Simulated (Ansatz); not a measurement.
# AlSn under changes of volume

One of the cells (25.236 Å³/atom); the others are scaled copies at fixed shape and fractional positions:

```xyz
2
Lattice="4.1981 0.0000 0.0000 -2.0991 3.6357 0.0000 0.0000 0.0000 3.3068" Properties=species:S:1:pos:R:3 pbc="T T T"
Sn    0.0000    2.4238    1.6534
Al    0.0000    0.0000    0.0000
```

The cell comes from a database or a generator and needn't be the stable form of this composition.

```yaml
Program: Ansatz 0.2.0
Functional: PBEsol
Potentials_or_basis: Ansatz PAW
Cutoff: "420 eV (not typed: the program's choice for these potentials)"
k_mesh: 7 × 7 × 8
Occupations: fermi-dirac, width 0.05 eV
Spin: no spin polarisation
```

```tsv
volume (Å³/atom)	energy over the lowest point (meV/atom)	pressure (GPa)
23.722	3.29	1.6
24.227	0.00	0.4
24.731	?	?
25.236	4.55	-1.8
25.741	11.63	-2.7
26.245	21.41	-3.5
26.750	33.47	-4.2
```

What does the run at 24.731 Å³/atom give?

Energy over the lowest point 0.56 meV/atom; pressure -0.8 GPa.

Worked out: A Birch-Murnaghan fit of order 3 (a polynomial in V^(-2/3)) to the other rows has its minimum at 24.40 Å³/atom with B0 = V·E''(V) = 57 GPa and B' = 5.0 at fixed shape and positions, which overstates the stiffness. It gives 0.55 meV/atom at 24.731 Å³/atom, against the run's 0.56, and -dE/dV = -0.8 GPa, against -0.8.

Energies are extrapolated to zero smearing.

Caveats: the PAW data sets come from PBE, with cores solved anew for the run's functional, which leaves a small shift of forces and pressure.
